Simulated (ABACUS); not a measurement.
Crystal: Ba2Tl5V3O12.

```xyz
22
Lattice="4.2370 2.4462 6.1284 -4.2370 2.4462 6.1284 0.0000 -4.8924 6.1284" Properties=species:S:1:pos:R:3 pbc="T T T"
Ba    0.0000    0.0000    9.1926
Ba    0.0000    0.0000    0.0000
V     0.0000    2.4462    6.1284
V    -2.1185   -1.2231    6.1284
V     2.1185   -1.2231    6.1284
Tl    0.0000   -2.4462    3.0642
Tl    2.1185    1.2231    3.0642
Tl   -2.1185    1.2231    3.0642
Tl    0.0000    0.0000   13.6133
Tl    0.0000    0.0000    4.7719
O     2.6932   -0.0671    7.4143
O    -1.2885    2.3659    7.4143
O    -1.4047   -2.2988    7.4143
O    -1.4047    2.2988   10.9708
O     2.6932    0.0671   10.9708
O    -1.2884   -2.3659   10.9708
O    -2.6932    0.0671   10.9708
O     1.2884   -2.3659   10.9708
O     1.4047    2.2988   10.9708
O     1.4047   -2.2988    7.4143
O    -2.6932   -0.0671    7.4143
O     1.2885    2.3659    7.4143
```

The cell was built by a generator and needn't be a form met in nature.

Program: ABACUS 3.10.1. Alike in all runs: task single point; spin collinear, ferromagnetic start; cell as given; smearing fermi-dirac 0.05 eV.

Question: Order these runs on this cell by their pressure, lowest first.
A. level PBE; potentials or basis PseudoDojo NC SR 0.4.1 PBE standard, plane waves; k mesh 4 × 4 × 4; cutoff (eV) 1143; mesh quality not flagged
B. level SCAN; potentials or basis SG15 ONCV 1.2 PBE, plane waves; k mesh 2 × 2 × 2; cutoff (eV) 1320; mesh quality coarse
C. level LDA; potentials or basis PseudoDojo NC SR 0.4.1 LDA standard, plane waves; k mesh 3 × 3 × 3; cutoff (eV) 1143; mesh quality not flagged

Answer: C (-7.6 GPa), B (-4.4 GPa), A (-0.1 GPa).

Caveats: some runs use coarse meshes; this release of the barium file is off (some runs); there are fewer bands than atomic start orbitals, so a level may be missed at k points of high symmetry (some runs); the potentials were made for another functional, which shifts forces and pressure (some runs).
